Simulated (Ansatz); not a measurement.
# BH₃SSeSi: basis-set convergence

One table from this session's results is given with a row withheld; the runs are named, their logs left out.

Method: one geometry, several basis sets; program: Ansatz 0.2.0, Gaussian basis.

Levels to be run: PBE0-D4/def2-SVP; ωB97M-V/def2-SVP; PBE0-D4/def2-QZVPP; ωB97M-V/def2-QZVPP; the functionals' def2-TZVPP values are taken from earlier runs.

### The geometry

The geometry comes from an earlier relaxation with PBE0-D4 in a triple-zeta def2 set; it is a stationary point, not always the lowest conformer.

SMILES `[SeH][SiH]1BS1`, 7 atoms, charge 0, spin multiplicity 1.

Atoms are counted from 1 here; the program's logs count them from 0.

Bond lengths: Se1–Si2 2.262 Å, Se1–H5 1.470 Å, Si2–B3 1.926 Å, Si2–S4 2.172 Å, Si2–H6 1.479 Å, B3–S4 1.767 Å, B3–H7 1.184 Å. Angles: Si2–Se1–H5 93.1°, Se1–Si2–B3 122.9°, Se1–Si2–S4 118.6°, Se1–Si2–H6 110.7°, B3–Si2–S4 50.6°, B3–Si2–H6 125.2°, S4–Si2–H6 112.6°, Si2–B3–S4 71.9°, Si2–B3–H7 154.9°, S4–B3–H7 133.1°, Si2–S4–B3 57.4°.

Set-up of the first run:

The input, in.yaml:

```yaml
crystal:
  periodic: [false, false, false]
  atoms:
    - {symbol: Se, position_ang: [-1.418725, 1.326576, -1.082996]}
    - {symbol: Si, position_ang: [0.307995, 0.255533, -0.088094]}
    - {symbol: B, position_ang: [0.083889, -0.889087, 1.444846]}
    - {symbol: S, position_ang: [0.265624, -1.913847, 0.017212]}
    - {symbol: H, position_ang: [-0.687763, 1.500607, -2.346088]}
    - {symbol: H, position_ang: [1.601400, 0.775430, -0.583048]}
    - {symbol: H, position_ang: [-0.091120, -1.123314, 2.592466]}
basis:
  gaussian: {orbitals: def2-SVP}
hamiltonian: {xc: pbe0, dispersion: d4}
output: {orbitals: {seedname: orbitals}}
```

On the command line:

```bash
ansatz run in.yaml --threads 2 --pin off --events-out ev --progress --plain --max-ram 4352MiB
```

Among the steps run: PBE0-D4 in def2-SVP; ωB97M-V in def2-SVP; PBE0-D4 in def2-QZVPP; ωB97M-V in def2-QZVPP.

One table of the session follows, with a row left open; its other results are not shown here.

```
functional       basis  HOMO (eV)  LUMO (eV)
   PBE0-D4    def2-SVP      -7.00      -1.88
   PBE0-D4  def2-TZVPP          ?          ?
   PBE0-D4  def2-QZVPP      -7.05      -2.03
   ωB97M-V    def2-SVP      -9.00       0.23
   ωB97M-V  def2-TZVPP      -9.06       0.00
   ωB97M-V  def2-QZVPP      -9.08      -0.08
```

Estimate the missing values for PBE0-D4, def2-TZVPP.

As computed: HOMO (eV): -7.04; LUMO (eV): -2.00. In the column «HOMO (eV)» it lies between PBE0-D4, def2-QZVPP (-7.05) and PBE0-D4, def2-SVP (-7.00).
